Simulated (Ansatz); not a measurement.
# YIn5Rh: the cost of one run

Program: Ansatz 0.2.0. Level of theory: DFT PBEsol, scalar-relativistic, plane waves, PAW. These are calculated values, not measurements.

**1. The starting structure**

It takes space group P4/mmm (No. 123, tetragonal). The conventional cell has a = 4.638 Å, b = 4.638 Å, c = 7.443 Å, α = 90.00°, β = 90.00°, γ = 90.00°. Y (site symmetry 4/mmm) is surrounded by 12 In at 3.23 to 3.28 Å. Around In (site symmetry 2mm) lie 2 Rh at 2.75 Å and 1 In at 2.96 Å. In (site symmetry 4/mmm) is surrounded by 8 In at 3.23 Å and 4 Y at 3.28 Å. Around Rh (site symmetry 4/mmm) lie 8 In at 2.75 Å.

Coordinates:

```
CELL_PARAMETERS angstrom
4.63782 0.00000 0.00000
0.00000 4.63782 0.00000
0.00000 0.00000 7.44293
ATOMIC_POSITIONS crystal
Y 0.00000 0.00000 0.00000
In 0.00000 0.50000 0.30143
In 0.00000 0.50000 0.69857
In 0.50000 0.00000 0.30143
In 0.50000 0.00000 0.69857
In 0.50000 0.50000 0.00000
Rh 0.00000 0.00000 0.50000
```

Source of the structure: the Materials Project (structure only).

(A quick probe on a coarse mesh, which set the mesh and smearing, is not shown.)

**3. The relaxation**

input.yaml reads:

```yaml
crystal:
  lattice:
    - [4.63781708, 0.0, 0.0]
    - [0.0, 4.63781708, 0.0]
    - [0.0, 0.0, 7.44292909]
  atoms:
    - { symbol: "Y", position: [0.0, 0.0, 0.0] }
    - { symbol: In, position: [0.0, 0.5, 0.30143191] }
    - { symbol: In, position: [0.0, 0.5, 0.69856809] }
    - { symbol: In, position: [0.5, 0.0, 0.30143191] }
    - { symbol: In, position: [0.5, 0.0, 0.69856809] }
    - { symbol: In, position: [0.5, 0.5, 0.0] }
    - { symbol: Rh, position: [0.0, 0.0, 0.5] }
basis:
  ecutwfc: 420
kpoints:
  mp_grid: { grid: [8, 8, 6] }
hamiltonian:
  xc: pbesol
scf:
  occupations: { method: gaussian, width: 0.1 }
output:
  forces: true
  stress: true
  eigenvalues: true
  write_density: true
  write_potential: true
  elf: true
  volumetric_format: npy
relax:
  adjacent_minimum: "off"
  f_tol: 0.005
  max_steps: 80
  cell: { stress_tol: 0.05 }
```

On the command line:

```
$ ansatz run input.yaml --threads 2 --pin off --max-ram 5120MiB --backend cpu --events-out ev --progress --plain --runs-dir out
```

**Question.** How long does this run take on 2 threads of Arm Neoverse V1, shared host, and how much memory does it need?

About 2 min, with a peak of 0.74 GiB.
